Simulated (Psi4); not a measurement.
# doublet [CH2I2]+: levels of theory compared

Wanted: a comparison of 3 runs (UB3LYP/def2-SVP, UM06-2X/def2-SVP, UM06-L/def2-SVP) of doublet [CH2I2]+. 

Program for the calculation: Psi4 1.11.

## (1) The structure to begin with

The species is [CH2I2]+ (5 atoms), meant as a doublet with charge +1. As SMILES of the parent species, `ICI`. Geometry: relaxed at PBE0-D4/def2-TZVP. That shape belongs to the parent species and isn't relaxed for this state.

Bond lengths: I1–C2 2.122 Å, C2–I3 2.122 Å, C2–H4 1.084 Å, C2–H5 1.084 Å. Angles: I1–C2–I3 115.2°, I1–C2–H4 107.5°, I1–C2–H5 107.5°, I3–C2–H4 107.5°, I3–C2–H5 107.5°, H4–C2–H5 111.7°.

## (2) Energy and forces at UB3LYP/def2-SVP (core potential) (run 1)

input.json

```json
{
  "schema_name": "qcschema_input",
  "schema_version": 1,
  "molecule": {
    "schema_name": "qcschema_molecule",
    "schema_version": 2,
    "symbols": ["I", "C", "I", "H", "H"],
    "geometry": [-1.22718815, -1.88708051, 3.06967112, -0.25171152, 0.17139816, -0.23092453, 3.63564409, 0.08503768, -1.21339314, -0.76250449, 2.12858751, 0.09013994, -1.30013157, -0.63702668, -1.79353906],
    "molecular_charge": 1,
    "molecular_multiplicity": 2,
    "fix_symmetry": "c1",
    "fix_com": true,
    "fix_orientation": true
  },
  "driver": "gradient",
  "model": {
    "method": "b3lyp",
    "basis": "def2-SVP"
  },
  "keywords": {
    "reference": "uks",
    "puream": true,
    "e_convergence": 1e-09,
    "d_convergence": 1e-08,
    "scf_type": "pk",
    "dft_radial_points": 99,
    "dft_spherical_points": 590,
    "maxiter": 200,
    "scf_properties": ["QUADRUPOLE", "MULLIKEN_CHARGES", "WIBERG_LOWDIN_INDICES"]
  }
}
```

The run is started by

```bash
psi4 --qcschema input.json -n 1 --memory 1600MB
```

stdout:

```text
[...]
    !!!  WARNING: ECP capability is in beta. Please check occupations closely.  !!!
[...]
  Running in c1 symmetry.
[...]
  Nuclear repulsion =  193.142789903653664
[...]
  Multiplicity = 2
[...]
  Nalpha       = 29
  Nbeta        = 28
[...]
    Number of basis functions: 76
[...]
   @UKS iter   1:  -634.34023623482722   -5.20422e+00   7.34670e-03 ADIIS/DIIS
[...]
   @UKS iter  23:  -634.51439366178931   -1.36424e-12   4.42965e-09 DIIS
[...]
   @S^2 Observed:                7.540529938E-01
[...]
  @UKS Final Energy:  -634.51439366178931
   => Energetics <=
    Nuclear Repulsion Energy =            193.1427899036536644
    One-Electron Energy =               -1459.9202815530425141
    Two-Electron Energy =                 673.1858042679199343
    DFT Exchange-Correlation Energy =     -40.9227062803204049
    Empirical Dispersion Energy =           0.0000000000000000
    VV10 Nonlocal Energy =                  0.0000000000000000
    Total Energy =                       -634.5143936617893132
[...]
 Multipole Moments:
 ------------------------------------------------------------------------------------
     Multipole            Electronic (a.u.)      Nuclear  (a.u.)        Total (a.u.)
 ------------------------------------------------------------------------------------
 L = 1.  Multiply by 2.5417464519 to convert [e a0] to [Debye]
 Dipole X            :        -55.9304888           56.6384933            0.7080045
 Dipole Y            :         41.9956332          -42.5311210           -0.5354877
 Dipole Z            :        -42.7849192           43.3180032            0.5330840
 Magnitude           :                                                    1.0354690
 L = 2.  Multiply by 1.3450342976 to convert [e a0^2] to [Debye ang]
 Quadrupole XX       :       -402.7916278          370.7493749          -32.0422529
 Quadrupole XY       :        -63.0171957           64.5705431            1.5533473
[...]
  -Total Gradient:
     Atom            X                  Y                   Z
    ------   -----------------  -----------------  -----------------
       1       -0.008544567670     0.006724878594    -0.007435599853
       2        0.011528246779    -0.008514192262     0.009195147563
       3       -0.009281443045     0.006420244589    -0.006774429902
       4        0.002103084964    -0.007699565912    -0.001161934440
       5        0.004195894817     0.003067736400     0.006177788996
[...]
```

The result, in JSON:

```text
{
 "driver": "gradient",
 "model": {
  "method": "b3lyp",
  "basis": "def2-SVP"
 },
 "success": true,
 "return_result": [-0.008544567670124334, 0.00672487859444959, -0.007435599853415853, 0.011528246779010667, -0.008514192262156023, 0.00919514756298391, -0.009281443045046828, 0.006420244588814834, -0.006774429901667059, 0.0021030849644712787, -0.007699565912165279, -0.0011619344395933165, 0.004195894816847609, 0.003067736399824564, 0.006177788996347966],
 "properties": {
  "calcinfo_nbasis": 76,
  "calcinfo_nmo": 76,
  "calcinfo_nalpha": 29,
  "calcinfo_nbeta": 28,
  "calcinfo_natom": 5,
  "nuclear_repulsion_energy": 193.14278990365366,
  "return_energy": -634.5143936617893,
  "return_gradient": [-0.008544567670124334, 0.00672487859444959, -0.007435599853415853, 0.011528246779010667, -0.008514192262156023, 0.00919514756298391, -0.009281443045046828, 0.006420244588814834, -0.006774429901667059, 0.0021030849644712787, -0.007699565912165279, -0.0011619344395933165, 0.004195894816847609, 0.003067736399824564, 0.006177788996347966],
  "scf_one_electron_energy": -1459.9202815530425,
  "scf_two_electron_energy": 673.1858042679199,
  "scf_xc_energy": -40.922706280320405,
  "scf_dipole_moment": [0.708004524891841, -0.5354877140610199, 0.5330839791852782],
  "scf_total_energy": -634.5143936617893,
  "scf_total_gradient": [-0.008544567670124334, 0.00672487859444959, -0.007435599853415853, 0.011528246779010667, -0.008514192262156023, 0.00919514756298391, -0.009281443045046828, 0.006420244588814834, -0.006774429901667059, 0.0021030849644712787, -0.007699565912165279, -0.0011619344395933165, 0.004195894816847609, 0.003067736399824564, 0.006177788996347966],
  "scf_iterations": 23
 }
}
```

It took 27 s on 1 thread of Intel Xeon Platinum 8488C (Sapphire Rapids), shared host; peak memory 0.79 GiB.

## (3) Energy and forces at UM06-2X/def2-SVP (core potential) (run 2)

run_ase.py

```python
import numpy as np
from ase.calculators.psi4 import Psi4
from ase import Atoms

a = Atoms(['I', 'C', 'I', 'H', 'H'], positions=[
    [-0.649400, -0.998600, 1.624400],
    [-0.133200, 0.090700, -0.122200],
    [1.923900, 0.045000, -0.642100],
    [-0.403500, 1.126400, 0.047700],
    [-0.688000, -0.337100, -0.949100],
])
calc = Psi4(atoms=a, method='m06-2x', basis='def2-SVP', memory='1600MB', num_threads=1, charge=1, multiplicity=2, label='psi4-calc', reference='uks')
calc.psi4.set_options({'puream': True, 'e_convergence': 1e-09, 'd_convergence': 1e-08, 'scf_type': 'pk', 'dft_radial_points': 99, 'dft_spherical_points': 590, 'maxiter': 200})
a.calc = calc

forces = a.get_forces()
print(f'energy: {a.get_potential_energy():.6f} eV')
print('forces / eV A^-1')
print(np.round(forces, 5))
```

The run is started by

```bash
python run_ase.py
```

psi4-calc.dat:

```text
[...]
    !!!  WARNING: ECP capability is in beta. Please check occupations closely.  !!!
[...]
  Running in c1 symmetry.
[...]
  Nuclear repulsion =  193.142789874403377
[...]
  Multiplicity = 2
[...]
  Nalpha       = 29
  Nbeta        = 28
[...]
    Number of basis functions: 76
[...]
   @UKS iter   1:  -634.00750362450196   -5.59001e+00   6.34132e-03 DIIS/ADIIS
[...]
   @UKS iter  30:  -634.13613118836997   -4.35421e-11   6.10352e-09 DIIS
[...]
   @S^2 Observed:                7.689465719E-01
[...]
  @UKS Final Energy:  -634.13613118836997
   => Energetics <=
    Nuclear Repulsion Energy =            193.1427898744033769
    One-Electron Energy =               -1459.6728453086152513
    Two-Electron Energy =                 656.6367304374123250
    DFT Exchange-Correlation Energy =     -24.2428061915705264
    Empirical Dispersion Energy =           0.0000000000000000
    VV10 Nonlocal Energy =                  0.0000000000000000
    Total Energy =                       -634.1361311883699727
[...]
 Multipole Moments:
 ------------------------------------------------------------------------------------
     Multipole            Electronic (a.u.)      Nuclear  (a.u.)        Total (a.u.)
 ------------------------------------------------------------------------------------
 L = 1.  Multiply by 2.5417464519 to convert [e a0] to [Debye]
 Dipole X            :          8.0164101           -8.4473213           -0.4309112
 Dipole Y            :         -5.9052014            6.2223645            0.3171630
 Dipole Z            :          6.3823948           -6.7250669           -0.3426721
 Magnitude           :                                                    0.6353747
[...]
  -Total Gradient:
     Atom            X                  Y                   Z
    ------   -----------------  -----------------  -----------------
       1       -0.011611793472     0.002832450139    -0.000845499506
       2        0.008415794792    -0.006221712769     0.006717154326
       3       -0.001578417656     0.006896764570    -0.009672067603
       4        0.001403704997    -0.006694201986    -0.001494229993
       5        0.003329985761     0.003216656227     0.005262279111
[...]
```

The script printed:

```text
energy: -17255.723058 eV
forces / eV A^-1
[[ 0.5971  -0.14565  0.04348]
 [-0.43276  0.31993 -0.34541]
 [ 0.08117 -0.35465  0.49736]
 [-0.07218  0.34423  0.07684]
 [-0.17123 -0.16541 -0.2706 ]]
```

Wall time 61 s (1 thread of Intel Xeon Platinum 8488C (Sapphire Rapids), shared host); peak memory 0.92 GiB.

## (4) Energy and forces at UM06-L/def2-SVP (core potential) (run 3)

job.json

```json
{
  "schema_name": "qcschema_input",
  "schema_version": 1,
  "molecule": {
    "schema_name": "qcschema_molecule",
    "schema_version": 2,
    "symbols": ["I", "C", "I", "H", "H"],
    "geometry": [-1.22718815, -1.88708051, 3.06967112, -0.25171152, 0.17139816, -0.23092453, 3.63564409, 0.08503768, -1.21339314, -0.76250449, 2.12858751, 0.09013994, -1.30013157, -0.63702668, -1.79353906],
    "molecular_charge": 1,
    "molecular_multiplicity": 2,
    "fix_symmetry": "c1"
  },
  "driver": "gradient",
  "model": {
    "method": "m06-l",
    "basis": "def2-SVP"
  },
  "keywords": {
    "reference": "uks",
    "puream": true,
    "e_convergence": 1e-09,
    "d_convergence": 1e-08,
    "scf_type": "pk",
    "dft_radial_points": 99,
    "dft_spherical_points": 590,
    "maxiter": 200
  }
}
```

The run is started by

```bash
psi4 --qcschema job.json -n 1 --memory 1600MB
```

stdout:

```text
[...]
    !!!  WARNING: ECP capability is in beta. Please check occupations closely.  !!!
[...]
  Running in c1 symmetry.
[...]
  Nuclear repulsion =  193.142789903653664
[...]
  Multiplicity = 2
[...]
  Nalpha       = 29
  Nbeta        = 28
[...]
    Number of basis functions: 76
[...]
   @UKS iter   1:  -634.47039451369619   -4.94625e+00   7.77051e-03 ADIIS/DIIS
[...]
   @UKS iter  20:  -634.66615774107925   -2.27374e-13   1.32662e-09 DIIS
[...]
   @S^2 Observed:                7.523087608E-01
[...]
  @UKS Final Energy:  -634.66615774107925
   => Energetics <=
    Nuclear Repulsion Energy =            193.1427899036536644
    One-Electron Energy =               -1459.3776223641295928
    Two-Electron Energy =                 682.2139567291795856
    DFT Exchange-Correlation Energy =     -50.6452820097828891
    Empirical Dispersion Energy =           0.0000000000000000
    VV10 Nonlocal Energy =                  0.0000000000000000
    Total Energy =                       -634.6661577410792461
[...]
 Multipole Moments:
 ------------------------------------------------------------------------------------
     Multipole            Electronic (a.u.)      Nuclear  (a.u.)        Total (a.u.)
 ------------------------------------------------------------------------------------
 L = 1.  Multiply by 2.5417464519 to convert [e a0] to [Debye]
 Dipole X            :          8.0774497           -8.4473212           -0.3698715
 Dipole Y            :         -5.9499094            6.2223645            0.2724551
 Dipole Z            :          6.4306137           -6.7250670           -0.2944532
 Magnitude           :                                                    0.5456550
[...]
  -Total Gradient:
     Atom            X                  Y                   Z
    ------   -----------------  -----------------  -----------------
       1       -0.009206092522     0.004559808220    -0.004068109569
       2        0.006371177915    -0.004715382754     0.005089704716
       3       -0.005298494447     0.006138765086    -0.007497818631
       4        0.003114237486    -0.007966917267    -0.000137039330
       5        0.005044772532     0.001964900659     0.006633592824
[...]
```

The result, in JSON:

```text
{
 "driver": "gradient",
 "model": {
  "method": "m06-l",
  "basis": "def2-SVP"
 },
 "success": true,
 "return_result": [-0.009206092521779827, 0.0045598082200704465, -0.004068109568821851, 0.006371177914666723, -0.004715382754076, 0.005089704715610349, -0.005298494446647012, 0.006138765085714352, -0.007497818630693355, 0.0031142374855778893, -0.007966917267471674, -0.00013703933026618792, 0.005044772531522773, 0.0019649006594947976, 0.006633592824039636],
 "properties": {
  "calcinfo_nbasis": 76,
  "calcinfo_nmo": 76,
  "calcinfo_nalpha": 29,
  "calcinfo_nbeta": 28,
  "calcinfo_natom": 5,
  "nuclear_repulsion_energy": 193.14278990365366,
  "return_energy": -634.6661577410792,
  "return_gradient": [-0.009206092521779827, 0.0045598082200704465, -0.004068109568821851, 0.006371177914666723, -0.004715382754076, 0.005089704715610349, -0.005298494446647012, 0.006138765085714352, -0.007497818630693355, 0.0031142374855778893, -0.007966917267471674, -0.00013703933026618792, 0.005044772531522773, 0.0019649006594947976, 0.006633592824039636],
  "scf_one_electron_energy": -1459.3776223641296,
  "scf_two_electron_energy": 682.2139567291796,
  "scf_xc_energy": -50.64528200978289,
  "scf_dipole_moment": [-0.36987151898805415, 0.27245509888139186, -0.29445322252739103],
  "scf_total_energy": -634.6661577410792,
  "scf_total_gradient": [-0.009206092521779827, 0.0045598082200704465, -0.004068109568821851, 0.006371177914666723, -0.004715382754076, 0.005089704715610349, -0.005298494446647012, 0.006138765085714352, -0.007497818630693355, 0.0031142374855778893, -0.007966917267471674, -0.00013703933026618792, 0.005044772531522773, 0.0019649006594947976, 0.006633592824039636],
  "scf_iterations": 20
 }
}
```

It took 44 s on 1 thread of Intel Xeon Platinum 8488C (Sapphire Rapids), shared host; peak memory 0.9 GiB.

## (5) Overview of the runs

```csv
run,level,energy (Eh),HOMO energy (eV),LUMO energy (eV),⟨S²⟩,wall time
1,UB3LYP/def2-SVP (core potential),-634.514394,-12.92,-11.55,0.754,27 s
2,UM06-2X/def2-SVP (core potential),-634.136131,-13.88,-10.55,0.769,61 s
3,UM06-L/def2-SVP (core potential),-634.666158,-12.02,-11.87,0.752,44 s
```

## (6) Outcome

```
                                 quantity          value
                      run 3: total energy  -634.66616 Eh
run 3: HOMO energy (highest over α and β)      -12.02 eV
 run 3: LUMO energy (lowest over α and β)      -11.87 eV
                              run 3: ⟨S²⟩          0.752
          run 3: largest force on an atom     0.568 eV/Å
```

What this shows: Totals of different functionals can't be ranked against each other. All runs together took 2.2 min, the longest 61 s.
